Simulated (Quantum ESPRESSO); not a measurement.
AlBN: zone-centre phonons under several settings

```
Al B N
1.0
     2.64562    0.00000    0.00000
     0.00000    2.64562    0.00000
     0.00000    0.00000    5.40264
Al B N
1 1 1
Direct
  0.50000 0.50000 0.00000
  0.50000 0.50000 0.50000
  0.00000 0.00000 0.00000
```

The cell was built by a generator and needn't be a form met in nature.

All runs used Quantum ESPRESSO 7.5; k mesh 8 × 8 × 4, shifted; relaxed cell; no spin polarisation; cutoff 612 eV; occupations fermi-dirac, width 0.05 eV.

| level | potentials | volume (Å³/atom) | lowest optical mode without the field (cm⁻¹) | highest optical mode without the field (cm⁻¹) |
| --- | --- | --- | --- | --- |
| LDA | GBRV 1.5 LDA | 12.00 | 153i | 810 |
| PBE | GBRV 1.5 PBE | 13.43 | 135i | 780 |
| PBEsol | GBRV 1.5 PBEsol | 12.30 | 153i | 790 |
| RPBE | GBRV 1.5 PBE | 14.09 | 122i | 768 |
| AM05 | GBRV 1.5 PBE | ? | ? | ? |
| vdW-DF-cx | GBRV 1.5 PBE | 12.38 | 137i | 774 |

What stands in the row left open?

Volume 12.28 Å³/atom; lowest optical mode without the field 154i cm⁻¹; highest optical mode without the field 786 cm⁻¹.

Values marked i are imaginary: the cell is unstable against those modes at that level, or the meshes are too thin.

Caveats: the mesh is thin for the phonons of a metal; some modes are imaginary; the layers were relaxed without a dispersion term, so their spacing and the soft interlayer modes are unreliable (some runs); the potentials were made for another functional, which shifts forces and pressure (some runs); this functional lacks dispersion, which binds the layers, so the pressure and a relaxed spacing across them are unreliable (some runs); before the sum rule the acoustic modes lie tens of cm⁻¹ from zero, a sign that the density grid also shifts the optical modes (some runs).

For the row left open. Caveat: the mesh is thin for the phonons of a metal; the potentials were made for another functional, which shifts forces and pressure; some modes are imaginary; the layers were relaxed without a dispersion term, so their spacing and the soft interlayer modes are unreliable; before the sum rule the acoustic modes lie tens of cm⁻¹ from zero, a sign that the density grid also shifts the optical modes.
